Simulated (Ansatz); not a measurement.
# SnO2: the cost of one run

Method: DFT r2SCAN, scalar-relativistic, plane waves, PAW, in Ansatz 0.2.0.

### Step 1. The structure to begin with

Symmetry: R-3m, No. 166, trigonal system. Conventional cell: a = 3.234 Å, b = 3.234 Å, c = 14.402 Å, α = 90.00°, β = 90.00°, γ = 120.00°. Sn (site symmetry -3m) has 6 O at 2.13 Å as nearest neighbours. O (site symmetry 3m) is surrounded by 3 Sn at 2.13 Å.

Coordinates:

```
CELL_PARAMETERS angstrom
1.61709 0.93363 4.80059
-1.61709 0.93363 4.80059
0.00000 -1.86726 4.80059
ATOMIC_POSITIONS crystal
Sn 0.50000 0.50000 0.50000
O 0.23717 0.23717 0.23717
O 0.76283 0.76283 0.76283
```

Source of the structure: the Materials Project (structure only).

(A quick probe on a coarse mesh, which set the mesh and smearing, is not shown.)

### Step 3. Rough relaxation on the coarse mesh

Contents of input.yaml:

```yaml
crystal:
  lattice:
    - [1.6170930752, 0.9336291223, 4.800592584]
    - [-1.6170930752, 0.9336291223, 4.800592584]
    - [0.0, -1.8672582446, 4.800592584]
  atoms:
    - { symbol: Sn, position: [0.5, 0.5, 0.5] }
    - { symbol: O, position: [0.23717, 0.23717, 0.23717] }
    - { symbol: O, position: [0.76283, 0.76283, 0.76283] }
basis:
  ecutwfc: 500
kpoints:
  mp_grid: { grid: [6, 6, 6] }
hamiltonian:
  xc: r2scan
scf:
  occupations: { method: gaussian, width: 0.1 }
output:
  forces: true
  stress: true
  eigenvalues: true
relax:
  adjacent_minimum: "off"
  f_tol: 0.05
  max_steps: 80
  cell: { stress_tol: 0.5 }
```

Command:

```sh
$ ansatz run input.yaml --threads 1 --pin off --max-ram 2560MiB --backend cpu --events-out ev --progress --plain --runs-dir out
```

**Question.** How long does this run take on 1 thread of Oxide Virtual Turin-like (Zen 5), shared host, and how much memory does it need?

About 32 s, with a peak of 0.47 GiB.
